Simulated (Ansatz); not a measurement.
# C3H6BFSi: single point from an input written key by key

Wanted for C3H6BFSi: a single point from an input written key by key. SMILES: CB1C=C(F)[SiH2]1.

Program: Ansatz 0.2.0, driven from Python. Level of theory: PBE/def2-SVP. These are calculated values, not measurements.

**1. Starting point**

Bond lengths: C1–B2 1.604 Å, B2–C3 1.605 Å, C3–C4 1.361 Å, C4–F5 1.343 Å, B2–Si6 1.798 Å, C4–Si6 1.838 Å, C1–H7 1.081 Å, C1–H8 1.062 Å, C1–H9 1.190 Å, C3–H10 1.118 Å, Si6–H11 1.474 Å, Si6–H12 1.482 Å. Angles (14 of 21 angles, heavy atoms first): C1–B2–C3 136.8°, C1–B2–Si6 136.7°, C3–B2–Si6 86.6°, B2–C3–C4 101.8°, C3–C4–F5 136.9°, C3–C4–Si6 92.6°, F5–C4–Si6 129.7°, B2–Si6–C4 78.7°, B2–C1–H7 110.6°, B2–C1–H8 108.4°, B2–C1–H9 106.5°, B2–C3–H10 127.8°, C4–C3–H10 130.0°, B2–Si6–H11 112.9°.

Input file input.yaml:

```yaml
crystal:
  periodic: [false, false, false]
  atoms:
    - { symbol: C, position_ang: [-0.281, -0.7513, 1.8369] }
    - { symbol: B, position_ang: [-0.0455, -0.0924, 0.3932] }
    - { symbol: C, position_ang: [0.6103, 1.2541, -0.1847] }
    - { symbol: C, position_ang: [0.5656, 1.0319, -1.5269] }
    - { symbol: F, position_ang: [0.8377, 1.725, -2.6448] }
    - { symbol: Si, position_ang: [-0.3335, -0.5583, -1.3198] }
    - { symbol: H, position_ang: [0.6562, -0.8476, 2.3678] }
    - { symbol: H, position_ang: [-0.8022, -1.6676, 1.7071] }
    - { symbol: H, position_ang: [-0.9735, 0.0027, 2.4431] }
    - { symbol: H, position_ang: [1.0893, 2.0839, 0.3911] }
    - { symbol: H, position_ang: [-1.7608, -0.5377, -1.6865] }
    - { symbol: H, position_ang: [0.5144, -1.6978, -1.7426] }
basis:
  gaussian: { orbitals: def2-SVP }
hamiltonian:
  xc: pbe
output:
  forces: true
```

**2. The script**

Contents of run_deck.py:

```python
import ansatz as az
import numpy as np
import pandas as pd

session = az.Session.from_deck("input.yaml")
data = session.plan(threads=1).execute().report

print(f"E = {data['free_energy_ev']:.6f} eV = {data['free_energy_ev'] / 27.211386246:.7f} Ha")
print("converged:", data["converged"], " doubts:", data["published_state_doubts"] or "none")
symbols = ["C", "B", "C", "C", "F", "Si", "H", "H", "H", "H", "H", "H"]
field = data["mean_field"]
print("<S^2> =", round(abs(field["state"]["spin_squared"]), 4), " all-electron relativity setting:", field["relativity"])
print("passes:", field["passes"])
if "symmetry" in field:
    print("occupied orbitals by irrep:", field["symmetry"]["occupied"])

print("forces (eV/A)")
for symbol, f in zip(symbols, data["forces_ev_ang"]):
    print(f"  {symbol:2s} {f[0]:9.4f} {f[1]:9.4f} {f[2]:9.4f}")
charges = data["charge_distribution"]
table = pd.DataFrame({"atom": symbols, "mulliken": charges["mulliken_charges_e"], "lowdin": charges["lowdin_charges_e"]})
print(table.round(3).to_string())
print("dipole (e A):", np.round(charges["dipole_moment_e_ang"], 4) + 0.0)
```

**3. Launch**

Command:

```console
> python run_deck.py
```

**Question.** What results will this script give? Wanted: total energy; largest force; dipole moment.

As calculated:

| quantity | value |
| --- | --- |
| total energy | -14457.5828 eV |
| largest force | 4.267 eV/Å |
| dipole moment | 1.14 D |

Forces reach 4.27 eV/Å, so the atoms aren't at rest. Notes:
- The geometry is a force-field or estimated start, not a minimum of this method, and the basis set is short of its limit.
- The Löwdin charges here are taken after orthogonalising the functions within each atom; they differ from plain Löwdin charges, and their signs can be unphysical.
